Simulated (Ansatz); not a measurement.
IrRu: equation of state with PBE

Crystal: IrRu.

```
Ir Ru
1.0
     2.72491    0.00000    0.00000
    -1.36246    2.35984    0.00000
     0.00000    0.00000    4.33070
Ir Ru
1 1
Direct
  0.00000 0.00000 0.50000
  0.66667 0.33333 0.00000
```

The cell comes from a database or a generator and needn't be the stable form of this composition.

```
Program             : Ansatz 0.2.0
Task                : equation of state
Functional          : PBE
Potentials or basis : Ansatz PAW
Cutoff              : 420 eV
Density cutoff      : 1680 eV
k mesh              : 11 × 11 × 6
Occupations         : fermi-dirac, width 0.05 eV
Spin                : no spin polarisation
```

The equilibrium volume is 14.13 Å³/atom, the bulk modulus at fixed shape and positions is 331 GPa and the pressure derivative of the bulk modulus is 5.0.

Energy against volume, from the lowest point:
| volume (Å³/atom) | energy (meV/atom) |
| --- | --- |
| 13.089 | 92.57 |
| 13.367 | 47.55 |
| 13.645 | 18.25 |
| 13.924 | 2.91 |
| 14.202 | 0.00 |
| 14.481 | 8.12 |
| 14.759 | 26.04 |

All runs of the series together: 11 s on 2 threads of Arm Neoverse V2, with other jobs on the host.

Caveat: the cell was scaled at fixed shape and fractional positions, which overstates the stiffness of a crystal with free parameters, most of all of layers and chains. The run has no spin-orbit coupling, so splittings on Ir are missing.
